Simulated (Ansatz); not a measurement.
MoPd, space group R-3m, a convergence test of the plane-wave cutoff

Program: the Ansatz DFT code, driven from Python.

Run as a notebook:

**Cell 1**
```python
import warnings

import ansatz as az
import pandas as pd
```

**Cell 2**
```python
warnings.simplefilter("ignore", az.DeckWarning)
```

**Cell 3**
```python
lattice = az.Lattice.of(
    (1.387668, 0.80117, 4.644771),
    (-1.387668, 0.80117, 4.644771),
    (0.0, -1.602341, 4.644771),
)
sites = [
    ("Mo", (0.0, 0.0, 0.0)),
    ("Pd", (0.5, 0.5, 0.5)),
]
mopd = az.Crystal(lattice=lattice)
for symbol, position in sites:
    mopd = mopd.atom(symbol, position)
```

**Cell 4**
```python
mopd.resolved().tree()["lattice"]
```
Output:
```text
((1.387668, 0.80117, 4.644771), (-1.387668, 0.80117, 4.644771), (0.0, -1.602341, 4.644771))
```

**Cell 5**
```python
job = (
    mopd.calculation()
    .functional("r2scan")
    .kpoints(spacing=0.24)
    .occupations("Marzari-Vanderbilt", width=0.1)
    .forces()
    .stress()
)
```

**Cell 6**
```python
rows = []
for value in [300, 350, 400, 450]:
    report = job.basis(value).run(threads=1).report
    rows.append((value, report["free_energy_ev"] / len(report["lattice"]["sites"]), report["n_iterations"], sum(report["stress_gpa"][i][i] for i in range(3)) / 3, max(abs(f) for row in report["forces_ev_ang"] for f in row), report["n_pw"]))

table = pd.DataFrame(rows, columns=["cutoff (eV)", "F/atom (eV)", "iterations", "P (GPa)", "max component (eV/A)", "plane waves"])
table.round(5)
```
Output:
```text
   cutoff (eV)  F/atom (eV)  iterations  P (GPa)  max component (eV/A)  plane waves
0          300  -5976.38639           7 -6.62584                   0.0          349
1          350  -5976.50719           7 -5.82632                   0.0          477
2          400  -5976.51690           7 -5.76287                   0.0          555
3          450  -5976.51999           7 -5.75081                   0.0          671
```

**Cell 7**
```python
# the last row is the reference
for row in rows[:-1]:
    shift = 1000 * (row[1] - rows[-1][1])
    print(f"{row[0]}: {shift:+.2f} meV/atom" + ("  (within 5 meV)" if abs(shift) < 5 else ""))
```
Output:
```text
300: +133.60 meV/atom
350: +12.81 meV/atom
400: +3.09 meV/atom  (within 5 meV)
```

Notes:
- Spin is left out of this run.
- For a metal this k-point mesh is coarse: on a finer one energies can move by several to tens of meV an atom and pressures by half a GPa or more, differences at one mesh by less.
- Forces vanish by symmetry here and test nothing.
- Pressure is positive in compression.
- The structure comes from a database of computed cells and needn't be a stable or known phase.
- Shifts are counted from the last row, which is itself no proven limit.
- The script silences the warnings on its input, which a real study should read.
- Timing: 33 s on 1 thread of Arm Neoverse V2, with other jobs on the host, peak memory 0.56 GiB.
